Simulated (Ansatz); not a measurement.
**The selenium atom (triplet): from Hartree-Fock to the top rungs, aug-cc-pVTZ**

Aim: climb from Hartree-Fock through coupled cluster for the selenium atom (triplet) at one geometry and basis, and see what each rung misses.

Program: Ansatz 0.2.0, Gaussian basis. Level of theory: aug-cc-pVTZ, core rule «outside noble gas», up to 14 orbitals frozen. These are calculated values, not measurements.

The runs, in order: UHF; CCSD(T) on ROHF; Full CI.

7 further runs of the same task are left out: 7 set aside as unsound or not needed.

## (1) The atom

A free atom, in its lowest state of this spin that the program finds. No spin-orbit coupling is included. The filled d shell of Se may be among the frozen orbitals whatever the setting's name suggests; the logs give the count.

1 atom, charge 0, spin multiplicity 3.

## (2) UHF

in.yaml

```yaml
crystal:
  periodic: [false, false, false]
  atoms:
    - {symbol: Se, position_ang: [0.000000, 0.000000, 0.000000]}
basis:
  gaussian: {orbitals: aug-cc-pVTZ}
magnetization: {spin_polarized: true, initial_magnetization: 2}
hamiltonian: {xc: hf}
output: {orbitals: {seedname: orbitals}}
```

The run is started by

```sh
> ansatz run in.yaml --threads 1 --pin off --events-out ev --progress --plain --max-ram 2393MiB
```

The runs that follow: CCSD(T) on ROHF; Full CI.

Q: Predict the results of all the runs planned. Wanted: FCI below the RHF energy; RMP2 from FCI; RCCSD from FCI; RCCSD(T) from FCI; T1 diagnostic; effectively unpaired electrons.

The runs gave:

```
                         quantity       value
         FCI below the RHF energy  -3.5379 eV
                    RMP2 from FCI  +616.6 meV
                   RCCSD from FCI  +132.1 meV
                RCCSD(T) from FCI   +20.5 meV
levels within 1 kcal/mol (43 meV)    RCCSD(T)
                    T1 diagnostic       0.015
   effectively unpaired electrons        2.03
```

What this shows: RCCSD(T) misses by +20.5 meV, 0.6 % of the correlation energy. One determinant dominates. These misses are within one basis, not against nature.
